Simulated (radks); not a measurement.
# Ionisation of Tb⁴³⁺: one atom, several choices of relativity

One table from this session's results is given with a row withheld; the runs are named, their logs left out.

Program: radks (a radial shooting solver on a logarithmic mesh, Libxc functionals) version 1. Level of theory: Kohn-Sham, LDA (Slater exchange, Perdew-Wang correlation), spin-unpolarised, spherical densities. These are calculated values, not measurements, unless marked.

## What is computed

```
element       : terbium (Z = 65)
charge        : +43
electrons     : 22
configuration : [Ar] 3d4
ion           : Tb⁴⁴⁺, [Ar] 3d3
choices       : non-relativistic; scalar-relativistic; Dirac, 2j+1 shares; Dirac, low j first; scalar-relativistic, finite nucleus; Dirac, 2j+1 shares, finite nucleus; Dirac, c × 5; Dirac, c × 0.75; Dirac, c × 100
```

The first run:

Settings of this run:

```text
Z 65
configuration [Ar] 3d4
relativity non-relativistic
functional lda,pw
spin unpolarised
nucleus point
```

Among the steps run: non-relativistic: Tb⁴³⁺.

One of the session's tables, all rows but one given; the rest of the session is left out.

It belongs to the step «non-relativistic: Tb⁴³⁺». Radial moments (bohr):

```
level      <r>  outermost maximum (interpolated)  90 % within  nodes
   1s  0.02335                            0.0155       0.0415      0
   2s  0.09863                            0.0845        0.151      1
   2p  0.08358                            0.0657        0.135      0
   3s        ?                                 ?            ?      ?
   3p   0.2297                             0.214        0.340      1
   3d   0.1999                             0.168        0.306      0
```

Q: Estimate the row for 3s from the others.

As computed: <r>: 0.2415; outermost maximum (interpolated): 0.227; 90 % within: 0.350; nodes: 2. In the column «<r>» it is the highest.

Limits of these values: Spin polarisation and multiplet splitting of open shells are left out at every level.
